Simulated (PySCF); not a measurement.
# CuH₁₂N₂Si₄−: magnetic properties

Wanted: magnetic properties for CuH₁₂N₂Si₄− (`[SiH3][N]([SiH3])[Cu-][N]([SiH3])[SiH3]`).

Programs: PySCF 2.14.0, with routines of our own; each step states its level. All values are computed. Atoms count from 0.

## Step 1: The starting structure

19 atoms, charge -1, multiplicity 1; geometry from: GFN2-xTB.

## Step 2: Magnetic properties: GIAO B3LYP/def2-SVP Cu:def2-TZVP

What the job is given:

```
{"job": {"kind": "mag", "xc": "B3LYP", "basis": {"default": "def2-SVP", "Cu": "def2-TZVP"}}, "charge": -1, "multiplicity": 1}
Cu    -0.002550    -0.003230     0.000040
N     -0.009190    -0.010610     1.906930
Si    -1.471790     0.207090     2.755950
Si     1.449930    -0.230710     2.761450
H     -1.807610    -0.924920     3.657060
H     -2.608600     0.373420     1.835150
H     -1.466080     1.389460     3.654640
H      1.790760     0.904550     3.656310
H      2.587900    -0.409910     1.844230
H      1.434920    -1.407440     3.667390
N      0.006520     0.006260    -1.907140
Si     0.042560     1.488690    -2.748790
Si    -0.020520    -1.464960    -2.768490
H      1.225530     1.638620    -3.634470
H      0.053010     2.632620    -1.821890
H     -1.112910     1.681070    -3.661450
H     -1.199530    -1.608170    -3.660500
H     -0.031590    -2.620920    -1.856930
H      1.139240    -1.640910    -3.679510
```

Method: GIAO B3LYP/def2-SVP Cu:def2-TZVP magnetisability, rotational g tensor and spin-rotation constants, non-relativistic, gas phase.

Started as:

```console
> OMP_NUM_THREADS=1 python excited_run.py task.json out
```

This one command runs all jobs of the session in turn.

Standard output:

```text
coarse grid: 72992 points
cycle   1  E = -2913.4177682672  dE =  1.145e+00  |g| = 4.216e+00  |ddm| = 4.323e+00
cycle   2  E = -2908.3260384361  dE =  5.092e+00  |g| = 8.158e+00  |ddm| = 5.907e+00
cycle   3  E = -2914.8844611457  dE = -6.558e+00  |g| = 1.364e+00  |ddm| = 5.015e+00
cycle   4  E = -2914.8595917766  dE =  2.487e-02  |g| = 9.542e-01  |ddm| = 1.441e+00
cycle   5  E = -2915.0724524170  dE = -2.129e-01  |g| = 8.771e-02  |ddm| = 1.030e+00
cycle   6  E = -2915.0740543504  dE = -1.602e-03  |g| = 6.023e-02  |ddm| = 1.863e-01
cycle   7  E = -2915.0747366270  dE = -6.823e-04  |g| = 5.725e-03  |ddm| = 6.224e-02
cycle   8  E = -2915.0747406949  dE = -4.068e-06  |g| = 5.645e-04  |ddm| = 5.892e-03
final grid: 147192 points
cycle   9  E = -2915.0747762680  dE =  1.793e-07  |g| = 1.439e-03  |ddm| = 2.481e-03
cycle  10  E = -2915.0747741619  dE =  2.106e-06  |g| = 4.787e-03  |ddm| = 3.836e-03
cycle  11  E = -2915.0747765275  dE = -2.366e-06  |g| = 5.341e-04  |ddm| = 2.209e-03
cycle  12  E = -2915.0747765910  dE = -6.351e-08  |g| = 9.638e-05  |ddm| = 5.246e-04
cycle  13  E = -2915.0747765926  dE = -1.584e-09  |g| = 3.697e-06  |ddm| = 9.821e-05
cycle  14  E = -2915.0747765926  dE = -7.276e-12  |g| = 2.954e-06  |ddm| = 6.889e-06
converged SCF energy = -2915.0747765926

Magnetisability tensor (1e-30 J/T^2)
    -1653.82       17.73        0.15
       17.73    -1659.81       -0.46
        0.15       -0.46    -1733.77
isotropic -1682.47   principal values   -1733.78  -1674.79  -1638.83
isotropic susceptibility -101.321 1e-6 cm^3/mol

Inertial axes            a          b          c
rot. const./GHz      1.6580     0.4178     0.4058
chi total          -104.410   -100.859    -98.693
chi diamagnetic    -945.928  -3080.746  -3167.880
chi paramagnetic    841.518   2979.887   3069.187
quadrupole/D A      -33.087     15.881     17.206
g nuclear            0.6026     0.5652     0.5654
g electronic        -0.6555    -0.5849    -0.5851
g total             -0.0529    -0.0197    -0.0197

Spin-rotation constants (kHz, H = +C I.J)
atom  isotope        aa         bb         cc
  0   63Cu        0.309      1.766      1.700
  1    14N        0.030      0.009      0.007
  4     1H       -0.045     -0.018     -0.005
  5     1H       -0.027     -0.012     -0.015
  6     1H       -0.047     -0.010     -0.013
  7     1H       -0.048     -0.018     -0.005
  8     1H       -0.026     -0.012     -0.016
  9     1H       -0.044     -0.010     -0.013
 10    14N        0.030      0.009      0.007
 13     1H       -0.048     -0.018     -0.005
 14     1H       -0.026     -0.012     -0.016
 15     1H       -0.044     -0.010     -0.013
 16     1H       -0.049     -0.018     -0.005
 17     1H       -0.027     -0.011     -0.016
 18     1H       -0.043     -0.010     -0.013
  2   29Si*      -0.841     -0.190     -0.193
* in the singly substituted isotopologue
```

Wall time 64 s (1 thread of Arm Neoverse V2, shared host); peak memory 1.4 GiB.

From this job:

```tsv
quantity	value
magnetisability	-1682·10⁻³⁰ J/T²
molar susceptibility	-101.3·10⁻⁶ cm³/mol
rotational g (a, b, c)	-0.0529, -0.0197, -0.0197
```

The fields below are evaluated on a grid from the run's orbitals.

Frontier orbitals at B3LYP/def2-TZVP+def2-SVP, with the share of their density that lies nearest to each atom:

```tsv
orbital	energy (eV)	lies on
HOMO	-2.00	Cu0 43 %; N1, N10 about 20 % each
LUMO	3.38	Cu0 21 %; N1, N10 about 7 % each; 4 H atoms about 6 % each
```

ELF in a plane through or near 7 of the atoms.

Ten even steps from ' ' (0.00) to '@' (1.00):
```
                                                        
                                                        
        ..----..                        ..----..        
      ::%%@@@@**..                    ..**@@@@%%::      
      %%@@@@@@@@==                    ==@@@@@@@@%%      
    ..@@@@@@@@@@**                    **@@@@@@@@@@..    
      %%@@@@@@@@==....    ....    ....==@@@@@@@@%%      
      ==%%@@%%++--++==............==++--++%%@@%%==      
          ....--##%%##++..----..++##%%##--....          
            ..==##..==**..####..##==::##==..            
            ..==##::==**..####..##++::##==..            
          ..::--##%%##++..----..++##%%##--....          
      ==%%@@%%++--++==............==++--++%%@@%%==      
    ..%%@@@@@@@@==....    ....    ....==@@@@@@@@%%      
    ..@@@@@@@@@@**                    **@@@@@@@@@@..    
      %%@@@@@@@@--                    ==@@@@@@@@%%      
      ::%%@@@@**..                    ..**@@@@%%::      
        ..::::                          ..----..        
                                                        
                                                        
```
The map spans 12.6 Å across and 9.2 Å up, centred on the molecule. Atoms in the plane (x, y in Å): Cu0 (0.0, 0.0), N1 (1.9, 0.0), H6 (3.7, 2.0), H9 (3.7, -2.0), N10 (-1.9, 0.0), H15 (-3.7, 2.0), H18 (-3.7, -2.0).

log10 of the density (e/Å³) in the same plane.

Values, 10 rows by 14 columns:
```
-4.0 -4.0 -4.0 -4.0 -4.0 -4.0 -4.0 -4.0 -4.0 -4.0 -4.0 -4.0 -4.0 -4.0
-4.0 -3.6 -2.5 -2.2 -2.5 -3.1 -3.6 -3.8 -3.4 -2.9 -2.3 -2.3 -2.9 -4.0
-4.0 -2.7 -1.3 -0.8 -1.4 -2.2 -2.7 -2.9 -2.5 -1.9 -1.0 -0.9 -1.9 -3.4
-4.0 -2.5 -0.9 -0.1 -0.7 -1.3 -1.6 -1.5 -1.5 -1.0 -0.3 -0.3 -1.6 -3.2
-4.0 -2.9 -1.7 -1.0 -0.2  0.0 -0.4  0.2 -0.4  0.1 -0.6 -1.3 -2.2 -3.6
-4.0 -3.1 -2.0 -1.1  0.0  0.5  0.1  1.4  0.0  1.4 -0.6 -1.6 -2.4 -3.7
-4.0 -2.6 -1.2 -0.5 -0.5 -0.8 -1.1 -1.0 -1.1 -0.6 -0.5 -0.7 -1.8 -3.3
-4.0 -2.5 -0.8  0.0 -0.9 -1.7 -2.1 -2.1 -2.0 -1.4 -0.4 -0.2 -1.5 -3.2
-4.0 -3.1 -1.9 -1.5 -2.0 -2.6 -3.1 -3.3 -2.9 -2.4 -1.7 -1.6 -2.4 -3.7
-4.0 -4.0 -3.4 -3.2 -3.4 -3.9 -4.0 -4.0 -4.0 -3.7 -3.2 -3.2 -3.7 -4.0
```
The map spans 12.6 Å across and 9.2 Å up, centred on the molecule. Atoms in the plane (x, y in Å): Cu0 (0.0, 0.0), N1 (1.9, 0.0), H6 (3.7, 2.0), H9 (3.7, -2.0), N10 (-1.9, 0.0), H15 (-3.7, 2.0), H18 (-3.7, -2.0).

On the surface of density 0.002 e/bohr³ the electrostatic potential runs, from the 1st to the 99th percentile, from -4.35 V near N1 to -2.36 V near H18.

## Step 3: Magnetic properties: GIAO OLYP/def2-SVP Cu:def2-TZVP

Settings changed since step 2:

```diff
@@ -1,2 +1,2 @@
-{"job": {"kind": "mag", "xc": "B3LYP", "basis": {"default": "def2-SVP", "Cu": "def2-TZVP"}}, "charge": -1, "multiplicity": 1}
+{"job": {"kind": "mag", "xc": "OLYP", "basis": {"default": "def2-SVP", "Cu": "def2-TZVP"}}, "charge": -1, "multiplicity": 1}
 Cu    -0.002550    -0.003230     0.000040
```

With the program's defaults for keys left out, this is: GIAO OLYP/def2-SVP Cu:def2-TZVP magnetisability, rotational g tensor and spin-rotation constants, non-relativistic, gas phase.

Standard output:

```text
coarse grid: 72992 points
cycle   1  E = -2903.6965054340  dE =  1.110e+01  |g| = 9.637e+00  |ddm| = 7.498e+00
cycle   2  E = -2812.6595142521  dE =  9.104e+01  |g| = 2.383e+01  |ddm| = 2.732e+01
cycle   3  E = -2901.9356401518  dE = -8.928e+01  |g| = 1.058e+01  |ddm| = 2.108e+01
cycle   4  E = -2910.4441598638  dE = -8.509e+00  |g| = 4.496e+00  |ddm| = 5.958e+00
cycle   5  E = -2893.8446226469  dE =  1.660e+01  |g| = 7.251e+00  |ddm| = 2.829e+01
cycle   6  E = -2913.2296956598  dE = -1.939e+01  |g| = 2.120e+00  |ddm| = 2.773e+01
cycle   7  E = -2897.1697404735  dE =  1.606e+01  |g| = 5.214e+00  |ddm| = 1.327e+01
cycle   8  E = -2914.9721919687  dE = -1.780e+01  |g| = 1.196e+00  |ddm| = 1.207e+01
cycle   9  E = -2915.2455804994  dE = -2.734e-01  |g| = 4.045e-01  |ddm| = 8.802e-01
cycle  10  E = -2915.2942582415  dE = -4.868e-02  |g| = 2.357e-01  |ddm| = 6.633e-01
cycle  11  E = -2915.3029991545  dE = -8.741e-03  |g| = 9.218e-02  |ddm| = 2.476e-01
cycle  12  E = -2915.3046716475  dE = -1.672e-03  |g| = 3.599e-02  |ddm| = 1.040e-01
cycle  13  E = -2915.3050725571  dE = -4.009e-04  |g| = 1.684e-02  |ddm| = 6.962e-02
cycle  14  E = -2915.3051389091  dE = -6.635e-05  |g| = 3.620e-03  |ddm| = 1.955e-02
cycle  15  E = -2915.3051405546  dE = -1.646e-06  |g| = 2.237e-03  |ddm| = 5.459e-03
final grid: 147192 points
cycle  16  E = -2915.3050778071  dE =  6.902e-06  |g| = 8.828e-03  |ddm| = 7.326e-03
cycle  17  E = -2915.3049383617  dE =  1.394e-04  |g| = 4.003e-02  |ddm| = 2.670e-02
cycle  18  E = -2915.3050850156  dE = -1.467e-04  |g| = 1.409e-03  |ddm| = 2.125e-02
cycle  19  E = -2915.3050855059  dE = -4.904e-07  |g| = 3.897e-04  |ddm| = 1.829e-03
cycle  20  E = -2915.3050855446  dE = -3.861e-08  |g| = 2.810e-05  |ddm| = 4.317e-04
cycle  21  E = -2915.3050855447  dE = -1.301e-10  |g| = 1.061e-05  |ddm| = 3.996e-05
converged SCF energy = -2915.3050855447

Magnetisability tensor (1e-30 J/T^2)
    -1611.45       19.90        0.31
       19.90    -1618.11       -0.36
        0.31       -0.36    -1729.61
isotropic -1653.05   principal values   -1729.61  -1634.95  -1594.60
isotropic susceptibility -99.549 1e-6 cm^3/mol

Inertial axes            a          b          c
rot. const./GHz      1.6580     0.4178     0.4058
chi total          -104.159    -98.459    -96.030
chi diamagnetic    -945.241  -3080.272  -3167.426
chi paramagnetic    841.082   2981.812   3071.396
quadrupole/D A      -33.339     15.990     17.349
g nuclear            0.6026     0.5652     0.5654
g electronic        -0.6552    -0.5853    -0.5855
g total             -0.0526    -0.0201    -0.0201

Spin-rotation constants (kHz, H = +C I.J)
atom  isotope        aa         bb         cc
  0   63Cu        0.373      1.815      1.749
  1    14N        0.032      0.010      0.007
  4     1H       -0.042     -0.017     -0.005
  5     1H       -0.025     -0.012     -0.015
  6     1H       -0.045     -0.009     -0.012
  7     1H       -0.046     -0.017     -0.004
  8     1H       -0.024     -0.011     -0.016
  9     1H       -0.042     -0.009     -0.013
 10    14N        0.032      0.009      0.008
 13     1H       -0.045     -0.018     -0.004
 14     1H       -0.024     -0.011     -0.016
 15     1H       -0.042     -0.009     -0.013
 16     1H       -0.046     -0.017     -0.004
 17     1H       -0.025     -0.011     -0.016
 18     1H       -0.041     -0.010     -0.013
  2   29Si*      -0.861     -0.193     -0.197
* in the singly substituted isotopologue
```

It took 68 s on 1 thread of Arm Neoverse V2, shared host; peak memory 1.1 GiB.

From this job:

```tsv
quantity	value
magnetisability	-1653·10⁻³⁰ J/T²
molar susceptibility	-99.5·10⁻⁶ cm³/mol
rotational g (a, b, c)	-0.0526, -0.0201, -0.0201
```

## Step 4: Magnetic properties side by side

```tsv
level	ξ (10⁻³⁰ J/T²)	g(a)	g(b)	gap (eV)	functions	time
GIAO B3LYP/def2-SVP Cu:def2-TZVP	-1682	-0.0529	-0.0197	5.38	205	64 s
GIAO OLYP/def2-SVP Cu:def2-TZVP	-1653	-0.0526	-0.0201	3.47	205	68 s
```

## Step 5: Results

| quantity | value |
| --- | --- |
| magnetisability (step 2, GIAO B3LYP/def2-SVP Cu:def2-TZVP) | -1682·10⁻³⁰ J/T² |
| molar susceptibility (step 2, GIAO B3LYP/def2-SVP Cu:def2-TZVP) | -101.3·10⁻⁶ cm³/mol |
| rotational g (a, b, c) (step 2, GIAO B3LYP/def2-SVP Cu:def2-TZVP) | -0.0529, -0.0197, -0.0197 |
| magnetisability over the levels | -1682 to -1653·10⁻³⁰ J/T² |

In words: For an ion, the motion of the centre of mass in the field is left out. The geometry comes from tight binding, which is rough for metal atoms, and these values hang on it. The magnetisability spreads by 1.8 % over 2 levels of like cost. Two levels can agree by chance, so this spread shows no convergence. Vibrational averaging and real surroundings are missing from these values.
